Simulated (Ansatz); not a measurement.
**CHAlGa (sextet): the correlation ladder, cc-pVDZ**

One table from this session's results is given with a row withheld; the runs are named, their logs left out.

Program: Ansatz 0.2.0, Gaussian basis. Level of theory: cc-pVDZ, core rule «outside noble gas», up to 20 orbitals frozen. These are calculated values, not measurements.

Plan: UHF; CCSD(T) on ROHF; CCSD(T) on UHF; BCCD(T) on ROHF; CISD as a restricted active space (open shells left free, so some higher excitations enter); CCSDT(Q) on ROHF; CCSDT(Q) on UHF; CASSCF and NEVPT2, 11 electrons in 11 orbitals.

37 further runs of the same task are left out: 2 for a known fault of the program, 23 that didn't finish, 12 set aside as unsound or not needed. Runs told in other sessions of the task aren't counted.

### The system

The geometry is a PBE0/def2-TZVP stationary point (not a proven minimum) of the parent state, kept for this charge and spin. No spin-orbit coupling is included. The filled d shell of Ga may be among the frozen orbitals whatever the setting's name suggests.

4 atoms, charge 0, spin multiplicity 6.

Atoms are counted from 1 here; the program's logs count them from 0.

Bond lengths: C1–Al2 1.943 Å, Al2–Ga3 2.652 Å, Al2–H4 1.870 Å, Ga3–H4 1.887 Å. Angles: C1–Al2–Ga3 152.6°, C1–Al2–H4 107.2°, Ga3–Al2–H4 45.3°, Al2–Ga3–H4 44.8°, Al2–H4–Ga3 89.8°.

Set-up of the first run:

in.yaml reads:

```yaml
crystal:
  periodic: [false, false, false]
  atoms:
    - {symbol: C, position_ang: [0.000000, 0.353117, 3.308131]}
    - {symbol: Al, position_ang: [0.000000, -0.307507, 1.481286]}
    - {symbol: Ga, position_ang: [0.000000, 0.041063, -1.148206]}
    - {symbol: H, position_ang: [0.000000, 1.183406, 0.353214]}
basis:
  gaussian: {orbitals: cc-pVDZ}
magnetization: {spin_polarized: true, initial_magnetization: 5}
hamiltonian: {xc: hf}
output: {orbitals: {seedname: orbitals}}
```

Launch:

```
$ ansatz run in.yaml --threads 1 --pin off --events-out ev --progress --plain --max-ram 2393MiB
```

Among the steps run: UHF; CCSD(T) on ROHF; CCSD(T) on UHF; BCCD(T) on ROHF; CISD as a restricted active space (open shells left free, so some higher excitations enter); CCSDT(Q) on ROHF; CCSDT(Q) on UHF; CASSCF and NEVPT2, 11 electrons in 11 orbitals.

One table of the session follows, with a row left open; its other results are not shown here.

It belongs to the step «Misses and costs». 

| method | from UCCSDT(Q) (kJ/mol) |
| --- | --- |
| ROHF | +527.3 |
| UHF | +518.0 |
| RMP2 | +133.6 |
| UMP2 | +132.8 |
| CISD | +62.7 |
| RCCSD | ? |
| UCCSD | +23.7 |
| RCCSD(T) | +6.8 |
| UCCSD(T) | +6.5 |
| BCCD(T) | +6.5 |
| RCCSDT | +1.5 |
| UCCSDT | +1.2 |
| RCCSDT(Q) | +0.3 |
| UCCSDT(Q) | 0 |
| CASSCF frontier | +416.2 |
| NEVPT2 frontier | +123.2 |

**Question.** Estimate the row for RCCSD.

The run gave: from UCCSDT(Q) (kJ/mol): +24.2. In the column «from UCCSDT(Q) (kJ/mol)» it lies between UCCSD (+23.7) and CISD (+62.7).

Caveats from the session: Restricted and unrestricted rows rest on different reference determinants; a gap between their highest levels can come from leftover correlation error, from unlike frozen cores or from another state.
